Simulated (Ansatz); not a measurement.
# Ti3Al3F: the cost of one run

Method: DFT PBE, scalar-relativistic, plane waves, PAW, in Ansatz 0.2.0.

4 further runs of the same task are left out: 1 that didn't finish, 3 set aside as unsound or not needed. Runs told in other sessions of the task aren't counted.

**1. The structure to begin with**

Symmetry: Pm, No. 6, monoclinic system. The conventional cell has a = 4.958 Å, b = 2.822 Å, c = 20.187 Å, α = 90.00°, β = 90.00°, γ = 90.00°. Around Ti (site symmetry m) lie 3 Ti at 2.78 to 2.82 Å and 6 Al at 2.84 to 2.85 Å. Al (site symmetry m) has 3 Al at 2.77 to 2.82 Å and 6 Ti at 2.85 to 2.86 Å in its first shell of neighbours. Ti (site symmetry m) is surrounded by 4 Ti at 2.74 to 2.82 Å and 8 Al at 2.84 to 2.91 Å. Around Al (site symmetry m) lie 4 Al at 2.77 to 2.87 Å and 8 Ti at 2.80 to 2.86 Å. Ti (site symmetry m) has 3 Ti at 2.74 to 2.82 Å and 2 F at 2.76 to 2.78 Å and 6 Al at 2.80 to 2.87 Å in its first shell of neighbours. Al (site symmetry m) is surrounded by 2 F at 1.78 Å. Around F (site symmetry m) lie 2 Al at 1.78 Å.

Structure file:

```xyz
7
Lattice="2.8219 0.0000 0.0000 0.0000 4.9580 0.0000 0.0000 0.0000 20.1872" Properties=species:S:1:pos:R:3 pbc="T T T"
Ti    0.0000    1.6061    4.0000
Al    1.4109    4.0851    4.0000
Ti    0.0000    3.1615    6.3056
Al    1.4109    0.6950    6.2848
Ti    0.0000    4.7572    8.5305
Al    1.4109    2.2635    8.6872
F     2.8219    2.2635    9.7701
```

This is the geometry of the first run shown, built on a cell relaxed beforehand with the same method.

**2. The scan**

Atoms count from 1 in the order of the input.

F is moved over the surface cell; relaxed at each place: the height of the adsorbate's atoms; substrate rigid; the origin of the map has the adsorbate above Al6.

First coordinate, position of F7 along the first surface vector, from above Al6: 6 values from 0.000 to 0.833, periodic. Second coordinate, position of F7 along the second surface vector, from above Al6: 6 values from 0.000 to 0.833, periodic.

Relaxed at each point: the height of the adsorbate's atoms; substrate rigid. Points are written as (first, second).

The two vectors of the plane (Å): (2.822, 0.000, 0.000); (0.000, 4.958, 0.000).

**3. Point (3/6, 0/6) of the map's two axes**

input.yaml

```yaml
crystal:
  lattice:
    - [2.8218574242, 0.0, 0.0]
    - [0.0, 4.9580382206, 0.0]
    - [0.0, 0.0, 20.1871503802]
  atoms:
    - { symbol: Ti, position: [0.0, 0.32392942, 0.1981458465] }
    - { symbol: Al, position: [0.5, 0.82392942, 0.1981458465] }
    - { symbol: Ti, position: [0.0, 0.637647225, 0.3123548609] }
    - { symbol: Al, position: [0.5, 0.1401678736, 0.311326679] }
    - { symbol: Ti, position: [0.0, 0.9594831214, 0.4225709853] }
    - { symbol: Al, position: [0.5, 0.4565330415, 0.4303306914] }
    - { symbol: F, position: [1.0, 0.4565330415, 0.4839770773] }
basis:
  ecutwfc: 420
kpoints:
  mp_grid: { grid: [9, 6, 1] }
hamiltonian:
  xc: pbe
  pseudopotentials: { kind: paw, azcp: { folder: soft_1 } }
scf:
  occupations: { method: gaussian, width: 0.1 }
output:
  forces: true
  eigenvalues: true
relax:
  adjacent_minimum: "off"
  f_tol: 0.025
  max_steps: 16
  constraints: [{ sites: [0, 1, 2, 3, 4, 5] }, { sites: [6], fix: xy }]
efield:
  axis: 3
  dipole_correction: true
  ramp_width: 0.04
```

Started as:

```console
$ ansatz run input.yaml --threads 1 --pin off --max-ram 3072MiB --backend cpu --events-out ev --progress --plain --runs-dir out
```

What time and memory should one allow on 1 thread of Intel Xeon Platinum 8488C (Sapphire Rapids), shared host?

About 52 s, with a peak of 0.58 GiB.
